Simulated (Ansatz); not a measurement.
# Ti2Cd: other elements on the same sites

One table from this session's results is given with a row withheld; the runs are named, their logs left out.

Computed with Ansatz 0.2.0 (DFT PBEsol, scalar-relativistic, plane waves, PAW, unless a step's input says otherwise).

1 further run of the same task is left out (set aside as unsound or not needed). Runs told in other sessions of the task aren't counted.

## The structure to begin with

It takes space group I4/mmm (No. 139, tetragonal). The conventional cell has a = 2.820 Å, b = 2.820 Å, c = 13.287 Å, α = 90.00°, β = 90.00°, γ = 90.00°. Around Ti (site symmetry 4mm) lie 8 Ti at 2.79 to 2.82 Å and 4 Cd at 3.08 Å. Around Cd (site symmetry 4/mmm) lie 4 Cd at 2.82 Å and 8 Ti at 3.08 Å.

Structure file:

```xyz
3
Lattice="-1.4099 1.4099 6.6435 1.4099 -1.4099 6.6435 1.4099 1.4099 -6.6435" Properties=species:S:1:pos:R:3 pbc="T T T"
Ti    0.0000    0.0000    4.2982
Ti    0.0000    0.0000    8.9889
Cd    0.0000    0.0000    0.0000
```

It is the result of an earlier relaxation at this level (volume 17.61 Å³/atom; gap on the mesh: none (metal)).

Set-up of the first run:

File input.yaml:

```yaml
crystal:
  lattice:
    - [-1.4723011669, 1.4723011669, 6.9377499296]
    - [1.4723011669, -1.4723011669, 6.9377499296]
    - [1.4723011669, 1.4723011669, -6.9377499296]
  atoms:
    - { symbol: Zr, position: [0.3234844569, 0.3234844569, 0.0] }
    - { symbol: Zr, position: [0.6765155431, 0.6765155431, 0.0] }
    - { symbol: Cd, position: [0.0, 0.0, 0.0] }
basis:
  ecutwfc: 420
kpoints:
  mp_grid: { grid: [8, 8, 8] }
hamiltonian:
  xc: pbesol
scf:
  occupations: { method: gaussian, width: 0.1 }
output:
  forces: true
  stress: true
  eigenvalues: true
```

On the command line:

```console
> ansatz run input.yaml --threads 1 --pin off --max-ram 2560MiB --backend cpu --events-out ev --progress --plain --runs-dir out
```

Among the steps run: Probe: one point at the start (Zr2Cd); Coarse relaxation (Zr2Cd); Full relaxation (Zr2Cd); Quick check of gap, pressure and forces (Ti2In); Relaxing cell and atoms (Ti2In).

One of the session's tables, all rows but one given; the rest of the session is left out.

Lengths are those of the vectors of the cell that was run:

| swap | volume (Å³/atom) | a (Å) | b (Å) | c (Å) |
| --- | --- | --- | --- | --- |
| none | 17.61 | 6.936 | 6.936 | 6.936 |
| Cd → Zn, Ti → Zr | 19.46 | 6.572 | 6.572 | 6.572 |
| Cd → Sr | ? | ? | ? | ? |
| Ti → Zr | 21.30 | 7.270 | 7.270 | 7.270 |
| Cd → In | 18.10 | 6.815 | 6.815 | 6.815 |

Q: Estimate the row for Cd → Sr from the others.

**Answer.** volume (Å³/atom): 23.45; a (Å): 7.925; b (Å): 7.925; c (Å): 7.925. In the column «volume (Å³/atom)» it is the highest.

Lengths are those of the computed cell. Rows of earlier swaps come from the sessions before.
